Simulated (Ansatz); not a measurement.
# FH₃OSiZn: how energies converge with the basis set

One table from this session's results is given with a row withheld; the runs are named, their logs left out.

Program: Ansatz 0.2.0, Gaussian basis. Level of theory: one geometry, several basis sets. These are calculated values, not measurements.

Plan: PBE0-D4/def2-SVP; ωB97M-V/def2-SVP; PBE0-D4/def2-QZVPP; ωB97M-V/def2-QZVPP; the functionals' def2-TZVPP values are taken from earlier runs.

## The relaxed structure

All runs share one geometry, relaxed beforehand with PBE0-D4 in a triple-zeta def2 set.

7 atoms, charge 0, spin multiplicity 1.

Atoms are counted from 1 here; the program's logs count them from 0.

Bond lengths: F1–Si2 1.606 Å, Si2–O3 1.603 Å, Si2–H5 1.483 Å, Si2–H6 1.483 Å, O3–Zn4 1.773 Å, Zn4–H7 1.509 Å. Angles: F1–Si2–O3 110.2°, F1–Si2–H5 106.3°, F1–Si2–H6 106.3°, O3–Si2–H5 111.1°, O3–Si2–H6 111.1°, H5–Si2–H6 111.6°, Si2–O3–Zn4 144.3°, O3–Zn4–H7 177.6°.

The first run:

in.yaml reads:

```yaml
crystal:
  periodic: [false, false, false]
  atoms:
    - {symbol: F, position_ang: [-0.250943, -0.300996, -1.880036]}
    - {symbol: Si, position_ang: [0.040708, 0.829326, -0.777448]}
    - {symbol: O, position_ang: [0.093951, 0.176689, 0.685185]}
    - {symbol: Zn, position_ang: [-0.032110, -1.344336, 1.587773]}
    - {symbol: H, position_ang: [1.344650, 1.435756, -1.139488]}
    - {symbol: H, position_ang: [-1.066244, 1.810214, -0.884185]}
    - {symbol: H, position_ang: [-0.130002, -2.606664, 2.408209]}
basis:
  gaussian: {orbitals: def2-SVP}
hamiltonian: {xc: pbe0, dispersion: d4}
output: {orbitals: {seedname: orbitals}}
```

Started as:

```sh
> ansatz run in.yaml --threads 2 --pin off --events-out ev --progress --plain --max-ram 4352MiB
```

Among the steps run: PBE0-D4 in def2-SVP; ωB97M-V in def2-SVP; PBE0-D4 in def2-QZVPP; ωB97M-V in def2-QZVPP.

One of the session's tables, all rows but one given; the rest of the session is left out.

It belongs to the step «Functionals by basis». 

| functional | basis | HOMO (eV) |
| --- | --- | --- |
| PBE0-D4 | def2-SVP | ? |
| PBE0-D4 | def2-TZVPP | -8.40 |
| PBE0-D4 | def2-QZVPP | -8.42 |
| ωB97M-V | def2-SVP | -10.43 |
| ωB97M-V | def2-TZVPP | -10.71 |
| ωB97M-V | def2-QZVPP | -10.73 |

Q: Estimate the row for PBE0-D4, def2-SVP from the others.

The run gave: HOMO (eV): -8.18. In the column «HOMO (eV)» it is the highest.
